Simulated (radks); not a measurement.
**Ar³⁺ in [Ne] 3p3 4p2: an all-electron calculation**

An exercise on one series of results from a longer session: the logs are not shown, and one member is left open.

Method: scalar-relativistic Kohn-Sham, r2SCAN, spin-unpolarised, spherical densities, finite nucleus. Code: radks (a radial shooting solver on a logarithmic mesh, Libxc functionals) version 1.

## The system

* element: argon (Z = 18)
* charge: +3
* electrons: 15
* configuration: [Ne] 3p3 4p2
* nuclear rms radius: 3.4274 fm

Outer shells as boxes (Hund's rule):

Ar³⁺
```
[Ne] core
3p [↑ ][↑ ][↑ ]
4p [↑ ][↑ ][  ]
```

Set-up of the first run:

Input:

```text
Z 18
configuration [Ne] 3p3 4p2
relativity scalar-relativistic
functional r2scan,r2scan
spin unpolarised
nucleus finite rms 3.4274 fm
c 137.035999084
```

The run is started by

```sh
> python run_ks.py task.json out
```

All runs below come from this command, one after another.

Among the steps run: Self-consistent calculation.

One table of the session follows, with a row left open; its other results are not shown here.

It belongs to the step «Radial structure». Sizes of the orbitals, from the radial functions (bohr):

```
level      <r>  outermost maximum (interpolated)  90 % within  nodes
   1s  0.08572                            0.0561        0.153      0
   2s        ?                                 ?            ?      ?
   2p   0.3739                             0.280        0.618      0
   3p    1.307                              1.15         1.96      1
   4p    3.149                              2.98         4.48      2
```

**Question.** Estimate the row for 2s.

As computed: <r>: 0.4110; outermost maximum (interpolated): 0.338; 90 % within: 0.641; nodes: 1. In the column «<r>» it lies between 2p (0.3739) and 3p (1.307).
